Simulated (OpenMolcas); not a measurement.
# Cu³⁺ among point charges: CASSCF and CASPT2 levels and susceptibility, part 2 of 2

How does a field of 5 point charges split the states of Cu³⁺, and what χT follows?

OpenMolcas 26.06; ANO-RCC-VDZP, DKH2, active space 8 electrons in 5 orbitals (3d), orbitals: per spin and parity. Surroundings: 5 point charges of -2 e arranged as a trigonal bipyramid (D3h), 1.95 Å from the ion, with the axial distance 1.833 Å. The steps go on from the part before.

**6. CASPT2: IPEA 0.25, imaginary shift 0.1 (closed shells correlated: 3s 3p)**

a.inp

```
>>> COPY JOB001 $Project.JobIph
&CASPT2
Multistate=10 1 2 3 4 5 6 7 8 9 10
NoMult
Frozen=5
IPEA=0.25
Imaginary=0.1
MaxIter=60
WThr=0.0 0.3 0.05
PrWF=0.5
NoMix
>>> COPY JOB002 $Project.JobIph
&CASPT2
Multistate=15 1 2 3 4 5 6 7 8 9 10 11 12 13 14 15
NoMult
Frozen=5
IPEA=0.25
Imaginary=0.1
MaxIter=60
WThr=0.0 0.3 0.05
PrWF=0.5
NoMix
```

Log:

```text
Orbital specifications:
      -----------------------

      Symmetry species                           1
                                                 a
      Frozen orbitals                            5
      Inactive orbitals                          4
      Active orbitals                            5
      Secondary orbitals                        20
      Deleted orbitals                           0
      Number of basis functions                 34
Type of calculation                        SS-CASPT2
      Fock operator                              state-specific
      IPEA shift                                 0.25
      Real shift                                 0.00
      Imaginary shift                            0.10
      The input orbitals will be transformed to quasi-canonical
Reference energy:       -1659.2785032658
      E2 (Non-variational):      -0.4175968610
      Shift correction:          -0.0000792233
      E2 (Variational):          -0.4176760843
      Total energy:           -1659.6961793501
      Residual norm:              0.0000001301
      Reference weight:           0.94992
      Contributions to the CASPT2 correlation energy
      Active & Virtual Only:         -0.2027163018
      One Inactive Excited:          -0.1656837932
      Two Inactive Excited:          -0.0491967659
Reference energy:       -1659.2785032623
      E2 (Non-variational):      -0.4178698769
      Shift correction:          -0.0000794480
      E2 (Variational):          -0.4179493249
      Total energy:           -1659.6964525873
      Residual norm:              0.0000001335
      Reference weight:           0.94985
      Contributions to the CASPT2 correlation energy
      Active & Virtual Only:         -0.2027864386
      One Inactive Excited:          -0.1658704601
      Two Inactive Excited:          -0.0492129783
::    CASPT2 Root  1     Total energy:  -1659.69617935
::    CASPT2 Root  2     Total energy:  -1659.69645259
::    CASPT2 Root  3     Total energy:  -1659.69333581
::    CASPT2 Root  4     Total energy:  -1659.69333599
::    CASPT2 Root  5     Total energy:  -1659.68287196
::    CASPT2 Root  6     Total energy:  -1659.67859602
::    CASPT2 Root  7     Total energy:  -1659.67859635
::    CASPT2 Root  8     Total energy:  -1659.60593712
::    CASPT2 Root  9     Total energy:  -1659.60593683
::    CASPT2 Root 10     Total energy:  -1659.58123591
Orbital specifications:
      -----------------------

      Symmetry species                           1
                                                 a
      Frozen orbitals                            5
      Inactive orbitals                          4
      Active orbitals                            5
      Secondary orbitals                        20
      Deleted orbitals                           0
      Number of basis functions                 34
Type of calculation                        SS-CASPT2
      Fock operator                              state-specific
      IPEA shift                                 0.25
      Real shift                                 0.00
      Imaginary shift                            0.10
      The input orbitals will be transformed to quasi-canonical
Reference energy:       -1659.1937636951
      E2 (Non-variational):      -0.4303560144
      Shift correction:          -0.0000829042
      E2 (Variational):          -0.4304389186
      Total energy:           -1659.6242026137
      Residual norm:              0.0000000879
      Reference weight:           0.94790
      Contributions to the CASPT2 correlation energy
      Active & Virtual Only:         -0.2079367664
      One Inactive Excited:          -0.1668240012
      Two Inactive Excited:          -0.0555952467
Reference energy:       -1659.1925040179
      E2 (Non-variational):      -0.4346823151
      Shift correction:          -0.0000857928
      E2 (Variational):          -0.4347681080
      Total energy:           -1659.6272721258
      Residual norm:              0.0000000751
      Reference weight:           0.94676
      Contributions to the CASPT2 correlation energy
      Active & Virtual Only:         -0.2093071444
      One Inactive Excited:          -0.1681260216
      Two Inactive Excited:          -0.0572491491
::    CASPT2 Root  1     Total energy:  -1659.62420261
::    CASPT2 Root  2     Total energy:  -1659.62727213
::    CASPT2 Root  3     Total energy:  -1659.62723629
::    CASPT2 Root  4     Total energy:  -1659.61609600
::    CASPT2 Root  5     Total energy:  -1659.61609626
::    CASPT2 Root  6     Total energy:  -1659.58002640
::    CASPT2 Root  7     Total energy:  -1659.58002706
::    CASPT2 Root  8     Total energy:  -1659.58107082
::    CASPT2 Root  9     Total energy:  -1659.57198387
::    CASPT2 Root 10     Total energy:  -1659.57211013
::    CASPT2 Root 11     Total energy:  -1659.55844645
::    CASPT2 Root 12     Total energy:  -1659.55841238
::    CASPT2 Root 13     Total energy:  -1659.54448879
::    CASPT2 Root 14     Total energy:  -1659.54455001
::    CASPT2 Root 15     Total energy:  -1659.40993033
```

This run took 1.3 s in all on 1 thread, shared host.

SS-CASPT2: lowest energy less the reference's lowest, -0.4178 hartree; reference weights 0.942 to 0.950.

States without spin-orbit coupling:

```tsv
state	degeneracy	E (cm-1)	free-ion L (%)
3E	2	0	F (100)
3E	2	654	F (98)
3A2	1	2951	F (99)
3A2	1	3889	F (100)
3A1	1	3889	F (100)
1E	2	15157	D (99)
1A1	1	15827	D (82)
1E	2	17606	D (90)
3E	2	19836	P (98)
3A2	1	25257	P (99)
1A1	1	25293	G (82)
1E	2	25523	G (90)
1E	2	27274	G (99)
1A1	1	30259	G (100)
1A2	1	30266	G (100)
1E	2	33315	G (100)
1A1	1	62854	S (99)
```

With spin-orbit coupling:

| E (cm-1) | Degeneracy | Label | 2S+1 | g |
| --- | --- | --- | --- | --- |
| 0 | 2 |  | 3 | 0.00 0.00 7.94 |
| 48 | 2 | E | 3 | 0.00 0.00 4.83 |
| 570 | 2 | E | 3 | 0.00 0.00 1.48 |
| 1200 | 1 | A1 | 3 |  |
| 2140 | 2 | E | 3 | 0.00 0.00 5.12 |
| 2220 | 1 | A2 | 3 |  |
| 2590 | 2 | E | 3 | 0.00 0.00 0.94 |
| 3550 | 2 | E | 3 | 0.00 0.00 10.00 |
| 4520 | 2 | E | 3 | 0.00 0.00 3.57 |
| 4860 | 1 | A1 | 3 |  |
| 5120 | 1 | A1 | 3 |  |
| 5120 | 1 | A2 | 3 |  |
| 6350 | 2 | E | 3 | 0.00 0.00 2.07 |
| 16090 | 2 | E | 1 | 0.00 0.00 4.13 |
| 16880 | 1 | A1 | 1 |  |
| 18310 | 2 | E | 1 | 0.00 0.00 2.02 |
| 20860 | 2 | E | 3 | 0.00 0.00 5.84 |
| 21310 | 2 | E | 3 | 0.00 0.00 2.00 |
| 21360 | 1 | A1 | 3 |  |
| 21410 | 1 | A2 | 3 |  |
| 25960 | 1 | A1 | 3 |  |
| 26280 | 2 | E | 3 | 0.00 0.00 3.32 |
| 26890 | 2 | E | 1 | 0.00 0.00 2.65 |
| 26970 | 1 | A1 | 1 |  |

Powder χT (cm³ K/mol): 2.05 at 2 K, 2.15 at 5 K, 2.34 at 10 K, 2.62 at 20 K, 2.86 at 50 K, 2.92 at 100 K, 2.99 at 150 K, 3.06 at 200 K, 3.13 at 250 K, 3.18 at 300 K.

**7. The methods side by side**

A. CASSCF
B. SS-CASPT2, IPEA 0.25, imaginary shift 0.1 (closed shells correlated: 3s 3p)

```tsv
method	ground state	first state of that spin (cm-1)	first gap with spin-orbit (cm-1)	χT at 300 K
A	3E	3E 1247	256.2	3.01
B	3E	3E 654	47.6	3.18
```

**8. Results**

This closing draws on all 2 parts.

| quantity | value |
| --- | --- |
| method | SS-CASPT2, IPEA 0.25, imaginary shift 0.1 (closed shells correlated: 3s 3p) |
| spin-free ground state | 3E, 2-fold in its orbital part |
| first state of the same spin within the active space | 3E at 654 cm⁻¹ |
| lowest level | 2-fold, g = 0.00, 0.00, 7.94 |
| next level | 47.6 cm⁻¹ |
| χT at 300 K | 3.18 cm³ K/mol |
| effective moment at 300 K | 5.04 μB |

Cost by method:

```tsv
method	time of its own steps	time with the reference
A. CASSCF	3.2 s	3.2 s
B. SS-CASPT2, IPEA 0.25, imaginary shift 0.1, +3s 3p	1.3 s	4.5 s
```

Times are of one thread on a shared host.

**Reading.** The spin-free ground state (3E) comes to 100 % from free-ion F terms and keeps the highest spin of the shell. χT at 300 K is 3.18, against 1.00 cm³ K/mol for the spin alone, so orbital moment adds to it. CASPT2 does not keep the components of a term degenerate, and the means are used. The field of point charges can differ much from that of real complexes. Point charges carry no covalency, so the field is a model and not that of real ligands.
